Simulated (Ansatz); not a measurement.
# As: the cost of one run

Computed with Ansatz 0.2.0 (DFT LDA, scalar-relativistic, unless a step's input says otherwise).

## Step 1: The system as given

The structure is trigonal, space group R-3m (No. 166). Conventional cell: a = 3.759 Å, b = 3.759 Å, c = 10.457 Å, α = 90.00°, β = 90.00°, γ = 120.00°. Around As (site symmetry 3m) lie 3 As at 2.52 Å.

As a file:

```cif
data_structure
_symmetry_space_group_name_H-M 'R-3m:H'
_symmetry_Int_Tables_number 166
_cell_length_a 3.7595
_cell_length_b 3.7595
_cell_length_c 10.4573
_cell_angle_alpha 90.000
_cell_angle_beta 90.000
_cell_angle_gamma 120.000
_cell_volume 128.00
loop_
_atom_site_label
_atom_site_type_symbol
_atom_site_symmetry_multiplicity
_atom_site_Wyckoff_symbol
_atom_site_fract_x
_atom_site_fract_y
_atom_site_fract_z
_atom_site_occupancy
As1 As 6 c 0.33333 0.66667 0.89421 1
```

The file gives the conventional cell by its symmetry; the runs use the cell typed in the input.

Atoms are numbered in the order of the input: As1, As2.

## Step 2: After the deformation

Space group R-3m before, R-3m after.

## Step 3: Full-potential LAPW

File input.yaml:

```yaml
crystal:
  lattice:
    - [1.8421544684, 1.0635683782, 3.48577]
    - [-1.8421544684, 1.0635683782, 3.48577]
    - [0.0, -2.1271367564, 3.48577]
  atoms:
    - { symbol: As, position: [0.22754, 0.22754, 0.22754] }
    - { symbol: As, position: [0.77246, 0.77246, 0.77246] }
kpoints:
  mp_grid: { grid: [13, 13, 13] }
  band_path:
    path:
      - [0.0, 0.0, 0.0]
      - [0.5, 0.5, 0.5]
      - [0.7712689966, 0.2287310034, 0.5]
      - [0.5, -0.2287310034, 0.2287310034]
      - [0.5, 0.0, 0.0]
      - [0.0, 0.0, 0.0]
      - [0.3643655017, -0.3643655017, 0.0]
      - [0.6356344983, 0.0, 0.3643655017]
      - [0.5, 0.0, 0.5]
    npoints: 5
scf:
  occupations: { method: fermi_dirac, width: 0.05 }
hamiltonian:
  xc: lda
  pseudopotentials: { kind: all_electron, lapw: { basis_error: 0.001 } }
output:
  forces: true
  stress: true
  eigenvalues: true
```

Run with:

```
ansatz run input.yaml --threads 1 --pin off --max-ram 3072MiB --backend cpu --events-out ev --progress --plain --runs-dir out
```

**Question.** How long does this run take on 1 thread of Arm Neoverse V1, shared host, and how much memory does it need?

About 68 s, with a peak of 0.7 GiB.
